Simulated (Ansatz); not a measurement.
# C₃H₅Cl₂Ga: up Jacob's ladder to CCSD(T)

The task here is to estimate one member of a computed series from the others.

Program: Ansatz 0.2.0, Gaussian basis. Level of theory: functionals in def2-TZVPP, the program's frozen cores in correlated methods. These are calculated values, not measurements.

Plan: LDA (SPW92), PBE-D4, revPBE-D4, BLYP-D4, r2SCAN-D4, B97M-V, PBE0-D4, B3LYP-D4, r2SCANh-D4, r2SCAN0-D4, HSE06-D4, BHLYP-D4, CAM-B3LYP-D4, LC-ωPBE, ωB97X-V, ωB97M-V, B2PLYP, PBE-QIDH; CCSD(T)/def2-SVP; CCSD(T)/def2-TZVPP; MP2/def2-QZVPP; extrapolation to the limit; RPA on PBE.

**Structure used throughout**

An earlier PBE0-D4 in a triple-zeta def2 set relaxation fixed the geometry.

SMILES `C=C[CH2][Ga]([Cl])[Cl]`, 11 atoms, charge 0, spin multiplicity 1.

Atoms are counted from 1 here; the program's logs count them from 0.

Bond lengths: C1–C2 1.326 Å, C1–H7 1.083 Å, C1–H8 1.089 Å, C2–C3 1.495 Å, C2–H9 1.089 Å, C3–Ga4 1.959 Å, C3–H10 1.094 Å, C3–H11 1.095 Å, Ga4–Cl5 2.138 Å, Ga4–Cl6 2.139 Å. Angles: C2–C1–H7 121.5°, C2–C1–H8 122.6°, H7–C1–H8 115.8°, C1–C2–C3 126.5°, C1–C2–H9 118.1°, C3–C2–H9 115.4°, C2–C3–Ga4 112.3°, C2–C3–H10 110.6°, C2–C3–H11 110.6°, Ga4–C3–H10 107.4°, Ga4–C3–H11 109.1°, H10–C3–H11 106.7°, C3–Ga4–Cl5 122.2°, C3–Ga4–Cl6 124.1°, Cl5–Ga4–Cl6 113.7°.

The first run:

in.yaml

```yaml
crystal:
  periodic: [false, false, false]
  atoms:
    - {symbol: C, position_ang: [-0.775679, -0.443522, -1.395330]}
    - {symbol: C, position_ang: [-0.220806, -1.130593, -0.406881]}
    - {symbol: C, position_ang: [0.322348, -0.572570, 0.869868]}
    - {symbol: Ga, position_ang: [0.554497, 1.371308, 0.793822]}
    - {symbol: Cl, position_ang: [2.453065, 2.278411, 0.414438]}
    - {symbol: Cl, position_ang: [-1.025809, 2.781268, 1.093714]}
    - {symbol: H, position_ang: [-1.156020, -0.934448, -2.282976]}
    - {symbol: H, position_ang: [-0.897308, 0.638275, -1.361988]}
    - {symbol: H, position_ang: [-0.152604, -2.212861, -0.509241]}
    - {symbol: H, position_ang: [1.299124, -1.010282, 1.095727]}
    - {symbol: H, position_ang: [-0.335310, -0.821987, 1.709446]}
basis:
  gaussian: {orbitals: def2-TZVPP}
hamiltonian: {xc: lda}
output: {orbitals: {seedname: orbitals}}
```

On the command line:

```bash
ansatz run in.yaml --threads 4 --pin off --events-out ev --progress --plain --max-ram 11315MiB
```

Steps of the session up to this table: LDA; PBE-D4 (GGA); revPBE-D4 (GGA); BLYP-D4 (GGA); r2SCAN-D4 (meta-GGA); B97M-V (meta-GGA); PBE0-D4 (hybrid); B3LYP-D4 (hybrid); r2SCANh-D4 (hybrid); r2SCAN0-D4 (hybrid); HSE06-D4 (hybrid); BHLYP-D4 (hybrid); CAM-B3LYP-D4 (range-separated); LC-ωPBE (range-separated); ωB97X-V (range-separated); ωB97M-V (range-separated); B2PLYP (double hybrid); PBE-QIDH (double hybrid).

One table of the session follows, with a row left open; its other results are not shown here.

It belongs to the step «Orbital energies across the functionals». 

| functional | HOMO (eV) | gap (eV) |
| --- | --- | --- |
| LDA (SPW92) | ? | ? |
| PBE-D4 | -6.86 | 4.84 |
| revPBE-D4 | -6.80 | 4.92 |
| BLYP-D4 | -6.70 | 4.77 |
| r2SCAN-D4 | -7.08 | 5.28 |
| B97M-V | -7.08 | 5.15 |
| PBE0-D4 | -8.01 | 6.78 |
| B3LYP-D4 | -7.78 | 6.31 |
| r2SCANh-D4 | -7.51 | 6.00 |
| r2SCAN0-D4 | -8.16 | 7.06 |
| HSE06-D4 | -7.60 | 6.01 |
| BHLYP-D4 | -8.99 | 8.58 |
| CAM-B3LYP-D4 | -9.34 | 9.06 |
| LC-ωPBE | -10.75 | 11.64 |
| ωB97X-V | -10.35 | 11.10 |
| ωB97M-V | -10.24 | 10.79 |

Estimate the missing values for LDA (SPW92).

As computed: HOMO (eV): -7.04; gap (eV): 4.68. In the column «HOMO (eV)» it lies between B97M-V (-7.08) and PBE-D4 (-6.86).
